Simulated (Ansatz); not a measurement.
**CCSD/def2-SVP run of C4H10O (1-methoxypropane)**

What is the electronic atomisation energy of C4H10O (1-methoxypropane) at CCSD/def2-SVP? 

Program for the calculation: Ansatz 0.2.0.

28 further runs of the same task are left out: 28 set aside as unsound or not needed.

## Step 1: The molecule

The species is C4H10O (15 atoms), meant as a singlet with charge 0. As SMILES, `CCCOC`. The shape is that of a PBE0-D4/def2-TZVP optimisation. This is one conformer, not always the lowest.

Bond lengths: C1–C2 1.519 Å, C2–C3 1.511 Å, C3–O4 1.405 Å, O4–C5 1.398 Å, C1–H6 1.094 Å, C1–H7 1.092 Å, C1–H8 1.091 Å, C2–H9 1.095 Å, C2–H10 1.095 Å, C3–H11 1.101 Å, C3–H12 1.103 Å, C5–H13 1.090 Å, C5–H14 1.100 Å, C5–H15 1.100 Å. Some angles: C1–C2–C3 113.1°, C2–C3–O4 109.3°, C3–O4–C5 112.5°, C1–C2–H9 110.3°, C1–C2–H10 110.2°, C3–C2–H9 107.9°, C3–C2–H10 108.5°, C2–C1–H6 111.0°, C2–C1–H7 111.3°, C2–C1–H8 110.8°.

## Step 2: The energy at CCSD/def2-SVP

job.yaml

```yaml
crystal:
  periodic: [false, false, false]
  atoms:
    - symbol: C
      position_ang: [-1.590400, -0.737100, -1.038200]
    - symbol: C
      position_ang: [-0.374800, -1.300100, -0.322500]
    - symbol: C
      position_ang: [0.668700, -0.252100, -0.013200]
    - symbol: O
      position_ang: [0.125100, 0.699600, 0.865900]
    - symbol: C
      position_ang: [1.027900, 1.722200, 1.172200]
    - symbol: H
      position_ang: [-1.307900, -0.284600, -1.993300]
    - symbol: H
      position_ang: [-2.325800, -1.517900, -1.244000]
    - symbol: H
      position_ang: [-2.072400, 0.033100, -0.434200]
    - symbol: H
      position_ang: [0.098500, -2.077200, -0.931700]
    - symbol: H
      position_ang: [-0.676600, -1.776600, 0.615800]
    - symbol: H
      position_ang: [1.557900, -0.717300, 0.440900]
    - symbol: H
      position_ang: [0.998400, 0.242400, -0.942500]
    - symbol: H
      position_ang: [0.529400, 2.412500, 1.853400]
    - symbol: H
      position_ang: [1.931600, 1.331000, 1.661600]
    - symbol: H
      position_ang: [1.336500, 2.272200, 0.271500]
basis:
  gaussian: {orbitals: def2-SVP}
accuracy: high
scf: {omitted_lower_state_checks: [cluster_reference, increment]}
correlation: {method: ccsd, frozen_orbitals: {C: 1, H: 0, O: 1}}
```

The run is started by

```
$ ansatz run job.yaml --threads 1 --pin off --max-ram 3480MiB --events-out events.jsonl --progress --plain --runs-dir runs
```

Log:

```text
Warning: RAYON_NUM_THREADS=1 ignored (pool sized by the plan → 1); use --threads N
Functional definition: HF
  name "HF"
  exchange = exact_x
  correlation = 0
these checks for a lower state are left out or cut short: cluster_reference, increment
3052 factors; integrals over basis functions are off by at most 7.5e-9 eV
mean field evaluation 1: about -6309.3604 eV, gradient 3.2e1 eV
mean field evaluation 2: about -6309.3671 eV, gradient 3.2e1 eV
mean field evaluation 4: about -6312.2287 eV, gradient 4.4e0 eV
mean field evaluation 8: about -6312.2752 eV, gradient 1.0e-4 eV
mean field -6312.27515026 eV, -231.9718331581 hartree, gradient 2.2e-8 eV, S^2 0.000000; 0 other end points of the search recorded, 0 dependent functions left out
5 core orbitals not correlated: weight in the atoms' cores, before any rotation towards them, 1.000 or more for the frozen orbitals, at most 0.000 for the correlated occupied ones
reference -6312.27515026 eV, -231.9718331581 hartree; 16, 16 occupied and 99, 99 virtual orbitals, 3052 factors
second order -20.73365827 eV of doubles, -0.00000000 eV of singles
cycle   1  -21.82809989 eV  change    -1.1e0 eV  update   9.1e-2
cycle   2  -22.37365175 eV  change   -5.5e-1 eV  update   2.6e-2
cycle   3  -22.47586745 eV  change   -1.0e-1 eV  update   1.1e-2
cycle   4  -22.47648594 eV  change   -6.2e-4 eV  update   2.5e-3
cycle   5  -22.47740829 eV  change   -9.2e-4 eV  update   9.0e-4
cycle   6  -22.47763457 eV  change   -2.3e-4 eV  update   2.5e-4
cycle   7  -22.47753076 eV  change    1.0e-4 eV  update   9.1e-5
cycle   8  -22.47751884 eV  change    1.2e-5 eV  update   3.0e-5
cycle   9  -22.47751520 eV  change    3.6e-6 eV  update   8.9e-6
cycle  10  -22.47750912 eV  change    6.1e-6 eV  update   3.0e-6
cycle  11  -22.47750879 eV  change    3.3e-7 eV  update   9.4e-7
cycle  12  -22.47750994 eV  change   -1.1e-6 eV  update   2.9e-7
cycle  13  -22.47751020 eV  change   -2.6e-7 eV  update   1.1e-7
cycle  14  -22.47751036 eV  change   -1.6e-7 eV  update   5.3e-8
cycle  15  -22.47751039 eV  change   -2.5e-8 eV  update   3.2e-8
cycle  16  -22.47751040 eV  change   -9.3e-9 eV  update   2.4e-8
cycle  17  -22.47751058 eV  change   -1.9e-7 eV  update   1.1e-7
cycle  18  -22.47751059 eV  change   -9.3e-9 eV  update   2.2e-8
cycle  19  -22.47751060 eV  change   -7.9e-9 eV  update   5.1e-9
cycle  20  -22.47751060 eV  change    1.0e-9 eV  update   1.7e-9
Total energy: -6334.75266085 eV, -232.7978664368 hartree
Checks for a lower state left out: cluster_reference, increment
```

It took 71 s on 1 thread of Arm Neoverse V2, shared host; peak memory 1.4 GiB.

## Step 3: The C atom at the same level

molecule.yaml

```yaml
crystal:
  periodic: [false, false, false]
  atoms:
    - symbol: C
      position_ang: [0.000000, 0.000000, 0.000000]
basis:
  gaussian: {orbitals: def2-SVP}
magnetization: {spin_polarized: true, initial_magnetization: 2}
correlation: {method: ccsd, frozen_orbitals: {C: 1}}
accuracy: high
scf: {omitted_lower_state_checks: [cluster_reference, increment]}
```

Run the same way, it converges to -37.71440 Eh (log not shown).

## Step 4: The H atom: the energy at UHF/def2-SVP

input.yaml

```yaml
crystal:
  periodic: [false, false, false]
  atoms:
    - {symbol: H, position_ang: [0.000000, 0.000000, 0.000000]}
basis:
  gaussian: {orbitals: def2-SVP}
magnetization: {spin_polarized: true, initial_magnetization: 1}
hamiltonian: {xc: hf}
accuracy: high
```

Run the same way, it converges to -0.49928 Eh (log not shown).

## Step 5: The O atom

job.yaml

```yaml
crystal:
  periodic: [false, false, false]
  atoms:
    - {symbol: O, position_ang: [0.000000, 0.000000, 0.000000]}
basis:
  gaussian:
    orbitals: def2-SVP
magnetization:
  spin_polarized: true
  initial_magnetization: 2
correlation:
  method: ccsd
  frozen_orbitals: {O: 1}
scf:
  omitted_lower_state_checks: [cluster_reference, increment]
accuracy: high
```

Run the same way, it converges to -74.83664 Eh (log not shown).

## Step 6: Summary of results

At CCSD/def2-SVP, 5 core orbitals frozen:

```
                                             quantity          value
                               molecule: total energy  -232.79787 Eh
molecule: correlation energy (5 core orbitals frozen)     -826.0 mEh
                              molecule: T1 diagnostic          0.008
                                 C atom: total energy   -37.71440 Eh
   C atom: correlation energy (1 core orbital frozen)      -69.2 mEh
            C atom: ⟨S²⟩ of the reference determinant          2.007
                                C atom: T1 diagnostic          0.007
                                 H atom: total energy    -0.49928 Eh
                                         H atom: ⟨S²⟩          0.750
                                 O atom: total energy   -74.83664 Eh
   O atom: correlation energy (1 core orbital frozen)     -116.5 mEh
            O atom: ⟨S²⟩ of the reference determinant          2.005
                                O atom: T1 diagnostic          0.003
                        electronic atomisation energy      57.439 eV
```

In words: Taking the molecule apart into free atoms costs 57.44 eV (5542 kJ/mol), before zero-point energy and without spin-orbit coupling.
